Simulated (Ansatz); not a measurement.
# Cu₂B₂O₄− (doublet): energies up the ladder

Wanted for Cu₂B₂O₄− (doublet): energies up the ladder. Charge -1. Spin multiplicity 2.

Method: the levels named in each step, in Ansatz 0.2.0.

## 1. The system as given

Bond lengths: O1–B2 1.218 Å, B2–O3 1.263 Å, O3–Cu4 1.800 Å, O5–B6 1.218 Å, B6–O7 1.263 Å, Cu4–Cu8 2.622 Å, O7–Cu8 1.800 Å. Angles: O1–B2–O3 180.0°, B2–O3–Cu4 180.0°, O3–Cu4–Cu8 180.0°, O5–B6–O7 180.0°, B6–O7–Cu8 180.0°, Cu4–Cu8–O7 180.0°.

Coordinates:

```xyz
8

O     0.0000    0.0000   -5.5926
B     0.0000    0.0000   -4.3743
O     0.0000    0.0000   -3.1112
Cu    0.0000    0.0000   -1.3111
O     0.0000    0.0000    5.5926
B     0.0000    0.0000    4.3743
O     0.0000    0.0000    3.1112
Cu    0.0000    0.0000    1.3112
```

## 2. A rough first relaxation, PBE-D4/def2-SVPD

Input file input.yaml:

```yaml
crystal:
  periodic: [false, false, false]
  atoms:
    - { symbol: O, position_ang: [0.0, 0.0, -5.59262] }
    - { symbol: B, position_ang: [0.0, 0.0, -4.37431] }
    - { symbol: O, position_ang: [0.0, 0.0, -3.1112] }
    - { symbol: Cu, position_ang: [0.0, 0.0, -1.31114] }
    - { symbol: O, position_ang: [0.0, 0.0, 5.59258] }
    - { symbol: B, position_ang: [0.0, 0.0, 4.37428] }
    - { symbol: O, position_ang: [0.0, 0.0, 3.11117] }
    - { symbol: Cu, position_ang: [0.0, 0.0, 1.31124] }
magnetization:
  spin_polarized: true
  initial_magnetization: 1
total_charge: -1
basis:
  gaussian: { orbitals: def2-SVPD }
hamiltonian:
  xc: pbe
  dispersion: d4
relax:
  f_tol: 0.03
  max_steps: 200
```

Launch:

```bash
$ ansatz run input.yaml --threads 8 --pin off --max-ram 22528MiB --backend cpu --events-out ev --progress --plain --runs-dir out
```

Further steps of the session: Relaxation, PBE0-D4/def2-TZVPD; Relaxation, PBE0-D4/def2-SVPD; Frequencies, PBE0-D4/def2-SVPD; Single point, PBE-D4/def2-TZVPPD; Single point, r2SCAN-D4/def2-TZVPPD; Single point, B3LYP-D4/def2-TZVPPD; Single point, wB97M-V/def2-TZVPPD; Single point, B2PLYP/def2-TZVPPD; Single point, PBE0-D4/def2-TZVPPD; Single point, LDA/def2-TZVPPD; Single point, PBE0-D4/def2-SVPD; Single point, PBE-D4/def2-SVPD; The cation of multiplicity 1 at the same geometry, PBE0-D4/def2-TZVPPD; The cation of multiplicity 1 at the same geometry, PBE-D4/def2-TZVPPD; The cation of multiplicity 1 at the same geometry, r2SCAN-D4/def2-TZVPPD; The cation of multiplicity 1 at the same geometry, B3LYP-D4/def2-TZVPPD; The cation of multiplicity 1 at the same geometry, wB97M-V/def2-TZVPPD; The cation of multiplicity 1 at the same geometry, B2PLYP/def2-TZVPPD.

Before running it: what results should come out? Wanted: O1–B2 at PBE0-D4/def2-SVPD; B2–O3 at PBE0-D4/def2-SVPD; O3–Cu4 at PBE0-D4/def2-SVPD; frequencies at PBE0-D4/def2-SVPD; vertical ionisation energy, B2PLYP/def2-TZVPPD.

The runs gave:

| quantity | value |
| --- | --- |
| O1–B2 at PBE0-D4/def2-SVPD | 1.238 Å |
| B2–O3 at PBE0-D4/def2-SVPD | 1.276 Å |
| O3–Cu4 at PBE0-D4/def2-SVPD | 1.871 Å |
| frequencies at PBE0-D4/def2-SVPD | 2 to 2076 cm⁻¹ |
| vertical ionisation energy, B2PLYP/def2-TZVPPD | 5.395 eV |

What this shows: The O1–B2 distance agrees within 0.002 Å over the levels. No mode is imaginary, so the geometry is a minimum. For the vertical ionisation energy, PBE0-D4/def2-TZVPPD comes nearest to B2PLYP/def2-TZVPPD (-0.06 eV) and PBE-D4/def2-TZVPPD is farthest (-0.47 eV).
